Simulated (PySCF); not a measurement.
# C12H11BO: the cost of one run

Computed with PySCF 2.14.0 and routines of our own; the level stands in each step. Atoms count from 0.

### Step 1. The system as given

25 atoms, charge 0, multiplicity 1; geometry from: GFN2-xTB.

### Step 2. NMR shifts: GIAO KT3/pcSseg-1

What the job is given:

```
{"job": {"kind": "nmr", "xc": "KT3", "basis": "pcSseg-1", "pop": false}, "charge": 0, "multiplicity": 1}
O      0.016571     2.540460    -0.359945
B      0.002013     1.211034    -0.173577
C     -1.360904     0.418112    -0.049432
C     -2.484717     0.820286    -0.775099
C     -3.689581     0.149105    -0.675466
C     -3.804347    -0.943165     0.167149
C     -2.707358    -1.356905     0.904339
C     -1.503642    -0.684730     0.794918
C      1.397110     0.489051    -0.083330
C      1.556072    -0.866464    -0.380409
C      2.793370    -1.479150    -0.299329
C      3.906521    -0.750032     0.084107
C      3.775659     0.597928     0.373074
C      2.537431     1.205754     0.287385
H     -0.837567     2.972118    -0.409226
H     -2.408547     1.665302    -1.448980
H     -4.541067     0.481049    -1.252056
H     -4.744515    -1.468567     0.249163
H     -2.791629    -2.206838     1.566240
H     -0.655168    -1.008354     1.381073
H      0.695100    -1.443383    -0.688545
H      2.891804    -2.529498    -0.534453
H      4.872410    -1.229473     0.152008
H      4.642755     1.173989     0.662600
H      2.435665     2.256858     0.513271
```

With the program's defaults for keys left out, this is: GIAO KT3/pcSseg-1 NMR shielding, non-relativistic, gas phase.

Run with:

```sh
$ OMP_NUM_THREADS=1 python large_run.py task.json out
```

This one command runs all jobs of the session in turn.

**Question.** How long does this job take on 1 thread of Arm Neoverse V1, shared host, and how much memory does it need?

About 19 s, with a peak of 0.57 GiB.
